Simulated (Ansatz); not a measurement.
**SiGeF (quartet): wave-function methods side by side, cc-pVDZ**

How much of the correlation energy of SiGeF (quartet) does each wave-function method recover here?

Method: cc-pVDZ, core rule «outside noble gas», up to 20 orbitals frozen; program: Ansatz 0.2.0, Gaussian basis.

Plan: UHF; CCSD(T) on ROHF; CCSD(T) on UHF; BCCD(T) on ROHF; CISD; CCSDT(Q) on ROHF; CCSDT(Q) on UHF.

39 further runs of the same task are left out: 10 for a known fault of the program, 14 that didn't finish, 15 set aside as unsound or not needed.

## Step 1: What is computed

The geometry is a PBE0/def2-TZVP stationary point (not a proven minimum). No spin-orbit coupling is included. The filled d shell of Ge may be among the frozen orbitals whatever the setting's name suggests; the logs give the count.

3 atoms, charge 0, spin multiplicity 4.

Atoms are counted from 1 here; the program's logs count them from 0.

Bond lengths: F1–Ge2 1.759 Å, Ge2–Si3 2.416 Å. Angles: F1–Ge2–Si3 106.7°.

## Step 2: UHF

Input file in.yaml:

```yaml
crystal:
  periodic: [false, false, false]
  atoms:
    - {symbol: F, position_ang: [0.000000, -1.068183, 1.360686]}
    - {symbol: Ge, position_ang: [0.000000, 0.397053, 0.388067]}
    - {symbol: Si, position_ang: [0.000000, -0.304362, -1.924126]}
basis:
  gaussian: {orbitals: cc-pVDZ}
magnetization: {spin_polarized: true, initial_magnetization: 3}
hamiltonian: {xc: hf}
output: {orbitals: {seedname: orbitals}}
```

Launch:

```bash
$ ansatz run in.yaml --threads 1 --pin off --events-out ev --progress --plain --max-ram 2393MiB
```

After this run come: CCSD(T) on ROHF; CCSD(T) on UHF; BCCD(T) on ROHF; CISD; CCSDT(Q) on ROHF; CCSDT(Q) on UHF.

Q: Predict the results of all the runs planned. Wanted: UCCSDT(Q) below the RHF energy; RMP2 from UCCSDT(Q); UMP2 from UCCSDT(Q); RCCSD from UCCSDT(Q); RCCSD(T) from UCCSDT(Q); UCCSD(T) from UCCSDT(Q); RCCSDT(Q) from UCCSDT(Q); T1 diagnostic.

As calculated:

| quantity | value |
| --- | --- |
| UCCSDT(Q) below the RHF energy | -9.7803 eV |
| RMP2 from UCCSDT(Q) | +1045.2 meV |
| UMP2 from UCCSDT(Q) | +1080.3 meV |
| RCCSD from UCCSDT(Q) | +365.8 meV |
| RCCSD(T) from UCCSDT(Q) | +78.2 meV |
| UCCSD(T) from UCCSDT(Q) | +76.0 meV |
| RCCSDT(Q) from UCCSDT(Q) | +8.2 meV |
| levels within 1 kcal/mol (43 meV) | RCCSDT, UCCSDT, RCCSDT(Q) |
| T1 diagnostic | 0.025 |

RCCSD(T) lands +78.2 meV from the yardstick (0.8 % of the correlation energy). These misses are within one basis, not against nature; the frozen cores of restricted and unrestricted runs differ, which can shift their rows.
